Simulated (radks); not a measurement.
# Sn¹⁵⁺ in [Ar] 3d10 4s2 4p4 5p1: an all-electron calculation

An exercise on one series of results from a longer session: the logs are not shown, and one member is left open.

Method: scalar-relativistic Kohn-Sham, BP86, spin-polarised, spherical densities, finite nucleus; open shells are filled with parallel spins first. Code: radks (a radial shooting solver on a logarithmic mesh, Libxc functionals) version 1.

**Starting point**

- element: tin (Z = 50)
- charge: +15
- electrons: 35
- configuration: [Ar] 3d10 4s2 4p4 5p1
- nuclear rms radius: 4.6519 fm

The outer shells:

Sn¹⁵⁺
```
[Ar] core
3d [↑↓][↑↓][↑↓][↑↓][↑↓]
4s [↑↓]
4p [↑↓][↑ ][↑ ]
5p [↑ ][  ][  ]
```

The first run:

The run's settings:

```text
Z 50
configuration [Ar] 3d10 4s2 4p4 5p1
relativity scalar-relativistic
functional b88,p86
spin polarised
nucleus finite rms 4.6519 fm
c 137.035999084
```

One of the session's tables, all rows but one given; the rest of the session is left out.

It belongs to the step «Shells». Sizes of the orbitals, from the radial functions (bohr):

```
  level      <r>  outermost maximum (interpolated)  90 % within  nodes
  1s up  0.02905                            0.0188       0.0522      0
1s down  0.02905                            0.0188       0.0522      0
  2s up   0.1254                             0.106        0.194      1
2s down   0.1254                             0.106        0.194      1
  2p up   0.1095                            0.0849        0.178      0
2p down   0.1095                            0.0849        0.178      0
  3s up   0.3371                             0.306        0.495      2
3s down   0.3370                             0.306        0.495      2
  3p up   0.3348                             0.299        0.502      1
3p down   0.3346                             0.300        0.502      1
  3d up   0.3102                             0.249        0.487      0
3d down   0.3099                             0.249        0.487      0
  4s up   0.7445                             0.710         1.06      3
4s down   0.7443                             0.709         1.06      3
  4p up   0.7746                             0.736         1.11      2
4p down   0.7746                             0.735         1.11      2
  5p up        ?                                 ?            ?      ?
5p down    1.442                              1.45         2.01      3
```

**Question.** Estimate the row for 5p up.

As computed: <r>: 1.435; outermost maximum (interpolated): 1.45; 90 % within: 2.00; nodes: 3. In the column «<r>» it lies between 4p down (0.7746) and 5p down (1.442).
